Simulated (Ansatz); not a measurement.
**F₂H₄OSiSn: a ladder of functionals and wavefunction methods**

How much do the methods differ for F₂H₄OSiSn? The plan is to run it at one geometry with functionals of several rungs and with coupled cluster. The yardstick is the atomisation energy at the CCSD(T) limit.

Method: functionals in def2-TZVPP, the program's frozen cores in correlated methods; program: Ansatz 0.2.0, Gaussian basis.

Levels to be run: LDA (SPW92), PBE-D4, revPBE-D4, BLYP-D4, r2SCAN-D4, B97M-V, PBE0-D4, B3LYP-D4, r2SCANh-D4, r2SCAN0-D4, HSE06-D4, BHLYP-D4, CAM-B3LYP-D4, LC-ωPBE, ωB97X-V, ωB97M-V, B2PLYP, PBE-QIDH; CCSD(T)/def2-SVP; CCSD(T)/def2-TZVPP; MP2/def2-QZVPP; extrapolation to the limit; RPA on PBE.

## 1. The relaxed structure

All runs share one geometry, relaxed beforehand with PBE0-D4 in a triple-zeta def2 set. Sn takes the def2 core potential; no spin-orbit term is included.

SMILES `[F][SnH]([F])[O][SiH3]`, 9 atoms, charge 0, spin multiplicity 1.

Atoms are counted from 1 here; the program's logs count them from 0.

Bond lengths: F1–Sn2 1.900 Å, Sn2–F3 1.900 Å, Sn2–O4 1.916 Å, Sn2–H6 1.682 Å, O4–Si5 1.647 Å, Si5–H7 1.486 Å, Si5–H8 1.485 Å, Si5–H9 1.485 Å. Angles: F1–Sn2–F3 103.9°, F1–Sn2–O4 106.5°, F1–Sn2–H6 112.4°, F3–Sn2–O4 106.4°, F3–Sn2–H6 112.5°, O4–Sn2–H6 114.4°, Sn2–O4–Si5 137.4°, O4–Si5–H7 110.8°, O4–Si5–H8 108.8°, O4–Si5–H9 108.9°, H7–Si5–H8 109.5°, H7–Si5–H9 109.4°, H8–Si5–H9 109.4°.

## 2. LDA

This LDA is Slater exchange with PW92 correlation.

The input, in.yaml:

```yaml
crystal:
  periodic: [false, false, false]
  atoms:
    - {symbol: F, position_ang: [1.793219, -1.787359, -0.601178]}
    - {symbol: Sn, position_ang: [1.457630, -0.445918, 0.701390]}
    - {symbol: F, position_ang: [2.331708, 1.091420, 0.006917]}
    - {symbol: O, position_ang: [-0.421740, -0.078894, 0.631523]}
    - {symbol: Si, position_ang: [-1.520784, 0.404062, -0.496155]}
    - {symbol: H, position_ang: [2.025810, -0.876030, 2.224670]}
    - {symbol: H, position_ang: [-0.879149, 0.549527, -1.829102]}
    - {symbol: H, position_ang: [-2.601223, -0.610950, -0.574977]}
    - {symbol: H, position_ang: [-2.096773, 1.707741, -0.080287]}
basis:
  gaussian: {orbitals: def2-TZVPP}
hamiltonian: {xc: lda}
output: {orbitals: {seedname: orbitals}}
```

The runs that follow: PBE-D4 (GGA); revPBE-D4 (GGA); BLYP-D4 (GGA); r2SCAN-D4 (meta-GGA); B97M-V (meta-GGA); PBE0-D4 (hybrid); B3LYP-D4 (hybrid); r2SCANh-D4 (hybrid); r2SCAN0-D4 (hybrid); HSE06-D4 (hybrid); BHLYP-D4 (hybrid); CAM-B3LYP-D4 (range-separated); LC-ωPBE-D4 (range-separated); ωB97X-V (range-separated); ωB97M-V (range-separated); B2PLYP (double hybrid); PBE-QIDH (double hybrid); CCSD(T) in def2-SVP; CCSD(T) in def2-TZVPP; MP2 in def2-QZVPP; RPA on PBE orbitals.

**Question.** What will the summary of the whole plan be? Wanted: atomisation energy, CCSD(T)/CBS; farthest beyond LDA; mean size of error, GGA; mean size of error, meta-GGA; mean size of error, hybrid; mean size of error, range-separated; mean size of error, double hybrid; gap, smallest and largest; T1 diagnostic.

The runs gave:

```
                               quantity                                      value
        atomisation energy, CCSD(T)/CBS                             708.1 kcal/mol
functionals within 7.1 kcal/mol (1.0 %)                            B97M-V, ωB97X-V
                    farthest beyond LDA                  BHLYP-D4 (-40.3 kcal/mol)
                mean size of error, GGA                              17.1 kcal/mol
           mean size of error, meta-GGA                               7.0 kcal/mol
             mean size of error, hybrid                              26.7 kcal/mol
    mean size of error, range-separated                               9.1 kcal/mol
      mean size of error, double hybrid                              22.9 kcal/mol
              gap, smallest and largest  4.53 eV (LDA (SPW92)), 12.39 eV (LC-ωPBE)
                          T1 diagnostic                                     0.0143
triples share of the correlation energy                                      3.0 %
```

In words: LDA overbinds by 90.1 kcal/mol (13 %). PBE-D4 is off by -8.8 kcal/mol. Double hybrids carry the basis error of their MP2 part in triple zeta, and no dispersion term here, so their miss is partly the set-up's. By mean error the best rung here is meta-GGA (7.0 kcal/mol) and the worst beyond LDA is hybrid (26.7 kcal/mol). The gap between the best rungs is small, so their order is not settled. The mean of the hybrids holds BHLYP, with half exact exchange. The reference freezes the cores and leaves out spin-orbit coupling and excitations past (T), and its outer-core shells are covered unevenly, so misses under about 7.1 kcal/mol can't be ranked. All levels share the lack of spin-orbit coupling, which lowers the free heavy atoms and so the true binding. Hartree-Fock recovers 70 % of the binding; the rest is correlation. CCSD(T) in def2-SVP is off by -69.3 kcal/mol, so the small basis spoils what the method gains. Orbital gaps span 4.5 to 12.4 eV; exact exchange widens them. Correlated methods include outer-core shells of Sn, which these sets cover unevenly.
